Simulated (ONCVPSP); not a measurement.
# Pseudopotential generation for platinum: ONCV, PBE

Do these settings give a usable potential? It is generated, then checked for transferability, scattering, ghosts and hardness.

The numbers are computed with ONCVPSP 4.0.1.1 (patched build) (PBE, scalar-relativistic, spin-unpolarised reference atom).

### 1 The atom and the settings

Typed settings, in words:

* element: platinum (Pt, Z = 78)
* type: optimised norm-conserving Vanderbilt (ONCV)
* frozen core: [Kr] 4d10 4f14
* valence charge: 18
* reference configuration: 5s2 5p6 5d9 6s1
* partial waves: 5s+6s: rc 1.80 bohr, ncon 4, nbas 8, qcut 6 1/bohr, 2 projectors; 5p: rc 1.65 bohr, ncon 4, nbas 8, qcut 9.4 1/bohr, 2 projectors, debl 3.8 Ha; 5d: rc 1.35 bohr, ncon 5, nbas 9, qcut 8.1 1/bohr, local; f scattering state at 0.05 Ha: rc 1.35 bohr, ncon 4, nbas 7, qcut 7.2 1/bohr, 3 projectors, debl 1.5 Ha
* local potential: the d channel
* core correction: Teter function, fcfact 1.75, rcfact 1.1

An earlier all-electron run gives the scale for the radii.

All-electron outer shells of the reference configuration (PBE, scalar-relativistic, ld1.x):

| shell | level (eV) | outermost node (bohr) | outermost maximum (bohr) |
| --- | --- | --- | --- |
| 5s | -101.82 | 0.49 | 0.87 |
| 4f | -70.08 | – | 0.38 |
| 5p | -56.02 | 0.53 | 0.98 |
| 5d | -6.14 | 0.57 | 1.26 |
| 6s | -5.66 | 1.14 | 2.38 |
| 6p | -0.84 | 1.36 | 3.69 |

### 2 The generation run

Pt.dat

```
# ATOM AND REFERENCE CONFIGURATION
# atsym  z   nc   nv     iexc    psfile
  Pt 78.00   10    4        4      upf
#
#   n    l    f
    1    0    2.00
    2    0    2.00
    2    1    6.00
    3    0    2.00
    3    1    6.00
    3    2   10.00
    4    0    2.00
    4    1    6.00
    4    2   10.00
    4    3   14.00
    5    0    2.00
    5    1    6.00
    5    2    9.00
    6    0    1.00
#
# PSEUDOPOTENTIAL AND OPTIMIZATION
# lmax
    3
#
#   l,   rc,      ep,       ncon, nbas, qcut
    0    1.80    0.00    4    8    6.00
    1    1.65    0.00    4    8    9.40
    2    1.35    0.00    5    9    8.10
    3    1.35    0.05    4    7    7.20
#
# LOCAL POTENTIAL
# lloc, lpopt,  rc(5),   dvloc0
    2    5    1.35    0.00
#
# VANDERBILT-KLEINMAN-BYLANDER PROJECTORs
# l, nproj, debl
    0    2    2.10
    1    2    3.80
    2    0    0.90
    3    3    1.50
#
# MODEL CORE CHARGE
# icmod, fcfact, rcfact
    3    1.75    1.10
#
# LOG DERIVATIVE ANALYSIS
# epsh1, epsh2, depsh
   -5.00    5.00    0.04
#
# OUTPUT GRID
# rlmax, drl
    6.00    0.01
#
# TEST CONFIGURATIONS
# ncnf
    4
# nvcnf
#   n    l    f
    4
    5    0    2.00
    5    1    6.00
    5    2    9.00
    6    0    0.00
#
    4
    5    0    2.00
    5    1    6.00
    5    2    8.00
    6    0    0.00
#
    4
    5    0    2.00
    5    1    6.00
    5    2    7.00
    6    0    0.00
#
    4
    5    0    2.00
    5    1    6.00
    5    2    9.00
    6    0    0.50
#
```

On the command line:

```console
$ oncvpsp.x < Pt.dat > Pt.out
```

Before running it: what results should come out? Wanted: cutoffs for 1 and 0.1 mHa per electron, occupied waves; bound ghosts; GHOST(+) flags; largest test error; largest phase difference near zero energy, channels read; rms error of d²Exc/dn², without and with the model core.

The runs gave:

```
                                                quantity                          value
  cutoffs for 1 and 0.1 mHa per electron, occupied waves                25 Ha and 33 Ha
                                            bound ghosts                 f at -68.93 eV
                                          GHOST(+) flags                   f at 1563 eV
                            largest test error (AE − PS)  -6.8 meV, for 5s2 5p6 5d7 6s0
largest phase difference near zero energy, channels read                      0.001 rad
 rms error of d²Exc/dn², without and with the model core              7.92 and 3.91 mHa
```

**Reading.** It has a bound ghost (f), a state that the atom doesn't have, and that rules the file out. Close by lies the frozen 4f level (-70.1 eV). The worst unpolarised test, 5s2 5p6 5d7 6s0, is off by 6.8 meV on 61.4 eV; by total energies transferability rates as good. Atomic tests can pass in spite of a ghost, since they solve only for the levels asked. The potential is of middling hardness: the looser tolerance needs 25 Ha. At the looser tolerance the 5p wave is the slowest; 5d needs 19 Ha. Near zero energy the phases of the channels with partial waves agree within 0.001 rad. The program also flags highly localised states, GHOST(+) (f). Note that the frozen 4f shell (-70 eV) lies higher than the valence 5s shell (-102 eV).
